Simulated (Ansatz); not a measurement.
I need a frozen displacement of one atom of Sr, space group P-62m. Use Ansatz's Python interface. Use (first run): PBEsol, PAW, cutoff 422 eV, 5×5×8 k-points, Fermi-Dirac smearing of 0.1 eV.

The script reads `sr.xyz`:
```text
3
Lattice="7.06595247 0.0 0.0 -3.53297623 6.11929434 0.0 0.0 0.0 3.81663261" Properties=species:S:1:pos:R:3 pbc="T T T"
Sr   -2.35219654    4.07412392    0.00000000
Sr    1.18077969    2.04517042    0.00000000
Sr    4.70439308    0.00000000    0.00000000
```

Script `push.py`:
```python
'''Frozen displacement of one atom in Sr.'''

import logging
import sys

import ansatz as az
import numpy as np

logging.basicConfig(stream=sys.stdout, format='%(name)s: %(message)s')
logger = logging.getLogger('sr')
logger.setLevel(logging.INFO)

xtal = az.Crystal.from_extxyz('sr.xyz')

inverse = np.linalg.inv(np.array(xtal.lattice.vectors))
home = np.array(xtal.sites[2].position)
values = np.linspace(-0.05, 0.05, 5)
energies, pulls = [], []
for shift in values:
    moved = xtal.move(2, to=home + shift * inverse[1])
    calc = (
        moved.calculation()
        .functional('PBEsol')
        .basis(31 * az.Ry)
        .kpoints(5, 5, 8)
        .occupations(az.OccupationsMethod.FERMI_DIRAC)
        .forces()
    )
    data = calc.run(threads=1, pin='off').report
    energies.append(data['free_energy_ev'])
    pulls.append(data['forces_ev_ang'][2][1])

# the force is minus the slope of the free energy
logger.info('shift (A)   dE (eV)   force along y (eV/A)')
for shift, e, f in zip(values, energies, pulls):
    logger.info(f'{shift:8.3f} {e - energies[2]:10.5f} {f:12.4f}')
logger.info(f'stiffness from energies {2 * np.polyfit(values, energies, 2)[0]:.3f}, from forces {-np.polyfit(values, pulls, 1)[0]:.3f} eV/A^2')
```

```console
$ python push.py
sr: shift (A)   dE (eV)   force along y (eV/A)
sr:   -0.050    0.00189       0.0755
sr:   -0.025    0.00047       0.0377
sr:    0.000    0.00000      -0.0000
sr:    0.025    0.00047      -0.0377
sr:    0.050    0.00189      -0.0755
sr: stiffness from energies 1.510, from forces 1.510 eV/A^2
```

The curvature of the energy gives 1.510 eV/Å² and the slope of the force 1.510 eV/Å², a positive curvature.

For a metal this k-point mesh is coarse: on a finer one energies can move by several to tens of meV an atom and pressures by half a GPa or more, differences at one mesh by less. Within a few hundredths of an angstrom the cell has the higher group P6/mmm; the lower one is a small distortion. In a metal a curvature from energy changes of a few meV or less hangs on mesh and smearing, in size and even in sign. This isn't the structure that Sr takes at ambient conditions. All periodic images of the atom move with it, so the curvature is one diagonal element of the zone-centre force constants and no normal mode; a positive value doesn't exclude soft modes in which several atoms move. It ran for 96 s on 1 thread of Arm Neoverse V1, on a shared host, peak memory 0.53 GiB.
